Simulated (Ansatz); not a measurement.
# IrAuO2 (delafossite): equation of state

An exercise on one series of results from a longer session: the logs are not shown, and one member is left open.

Method: DFT PBEsol, scalar-relativistic, plane waves, PAW, in Ansatz 0.2.0.

### The system as given

The structure is trigonal, space group R-3m (No. 166). The conventional cell has a = 3.148 Å, b = 3.148 Å, c = 18.078 Å, α = 90.00°, β = 90.00°, γ = 120.00°. Around Au (site symmetry -3m) lie 2 O at 2.07 Å. Ir (site symmetry -3m) has 6 O at 2.05 Å as nearest neighbours. O (site symmetry 3m) is surrounded by 3 Ir at 2.05 Å and 1 Au at 2.07 Å.

As a file:

```cif
data_structure
_symmetry_space_group_name_H-M 'R-3m:H'
_symmetry_Int_Tables_number 166
_cell_length_a 3.1481
_cell_length_b 3.1481
_cell_length_c 18.0777
_cell_angle_alpha 90.000
_cell_angle_beta 90.000
_cell_angle_gamma 120.000
_cell_volume 155.16
loop_
_atom_site_label
_atom_site_type_symbol
_atom_site_symmetry_multiplicity
_atom_site_Wyckoff_symbol
_atom_site_fract_x
_atom_site_fract_y
_atom_site_fract_z
_atom_site_occupancy
Au1 Au 3 a 0.00000 0.00000 0.00000 1
Ir1 Ir 3 b 0.66667 0.33333 0.83333 1
O1 O 6 c 0.33333 0.66667 0.78124 1
```

This cell comes from an earlier session at PBEsol: 12.930 Å³/atom at 0.00 GPa, on a 12×12×12 mesh.

Volume factors to run: 0.980, 1.020, 0.960, 1.040.

Set-up of the first run:

input.yaml

```yaml
crystal:
  lattice:
    - [1.5635035261, 0.9026891817, 5.985472069]
    - [-1.5635035261, 0.9026891817, 5.985472069]
    - [0.0, -1.8053783633, 5.985472069]
  atoms:
    - { symbol: Au, position: [0.0, 0.0, 0.0] }
    - { symbol: Ir, position: [0.5, 0.5, 0.5] }
    - { symbol: O, position: [0.1145709805, 0.1145709805, 0.1145709805] }
    - { symbol: O, position: [0.8854290195, 0.8854290195, 0.8854290195] }
basis:
  ecutwfc: 420
  ecutrho_ratio: 4
kpoints:
  mp_grid: { grid: [12, 12, 12] }
hamiltonian:
  xc: pbesol
scf:
  occupations: { method: gaussian, width: 0.05 }
output:
  forces: true
  stress: true
  eigenvalues: true
relax:
  f_tol: 0.01
  max_steps: 40
  cell: { stress_tol: 0.1, fix: [volume] }
```

Steps of the session up to this table: At 0.980 of the relaxed volume; Scaling the volume by 1.020; Volume × 0.960; Volume × 1.040.

One table of the session follows, with a row left open; its other results are not shown here.

It belongs to the step «Energy and pressure against volume». 

| volume (Å³/atom) | energy (meV/atom) | pressure (GPa) | gap (eV) |
| --- | --- | --- | --- |
| 12.413 | 13.65 | 8.79 | 0.69 |
| 12.671 | 3.27 | 4.16 | 0.66 |
| 12.930 | 0.00 | 0.00 | 0.64 |
| 13.189 | ? | ? | ? |
| 13.447 | 11.81 | -7.06 | 0.58 |

Q: Estimate the row for volume (Å³/atom) = 13.189 from the others.

Worked estimate for «energy (meV/atom)». A straight line through the neighbours (12.930, 0.00) and (13.447, 11.81) gives 0.00 + (11.81 − 0.00) × (13.189 − 12.930) / (13.447 − 12.930) = 5.92; a parabola fitted to 3 rows on both sides gives 2.86.

As computed: energy (meV/atom): 3.04; pressure (GPa): -3.73; gap (eV): 0.61. In «energy (meV/atom)» the line misses by +2.88 and the parabola by -0.18.
